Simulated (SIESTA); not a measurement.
Crystal: HfIn4SiO6.

```
CELL_PARAMETERS angstrom
5.27743 0.00000 0.00000
-2.63872 4.57039 0.00000
0.00000 0.00000 10.55905
ATOMIC_POSITIONS crystal
Hf 0.66667 0.33333 0.00000
In 0.00000 0.00000 0.30446
In 0.00000 0.00000 0.69554
In 0.33333 0.66667 0.78919
In 0.33333 0.66667 0.21081
Si 0.00000 0.00000 0.00000
O 0.97300 0.70496 0.89972
O 0.29504 0.02700 0.10028
O 0.29504 0.26804 0.89972
O 0.73196 0.70496 0.10028
O 0.73196 0.02700 0.89972
O 0.97300 0.26804 0.10028
```

The cell was built by a generator and needn't be a form met in nature.

Program: SIESTA 5.4.2. Alike in all runs: task band structure; level PBE; no spin polarisation; cell as given; k mesh 6 × 6 × 3; smearing fermi-dirac 0.05 eV; grid cutoff 800 Ry; energy shift 0.003 Ry. Hardware: 4 MPI ranks on Intel(R) Xeon(R) Platinum 8375C CPU @ 2.90GHz (Ice Lake) (shared host).

**Question.** Order these runs on this cell by their wall time, lowest first.
A. potentials or basis PseudoDojo 0.4 standard (PBE files), DZP (energy shift 0.003 Ry; two zetas on semicore shells)
B. potentials or basis PseudoDojo 0.4 standard (PBE files), TZDP (energy shift 0.003 Ry; two zetas on semicore shells)
C. potentials or basis PseudoDojo 0.4 standard (PBE files), DZ (energy shift 0.003 Ry; two zetas on semicore shells)

**Answer.** C (59 s), A (130 s), B (300 s).

Caveats: the basis has no polarisation orbitals (some runs).
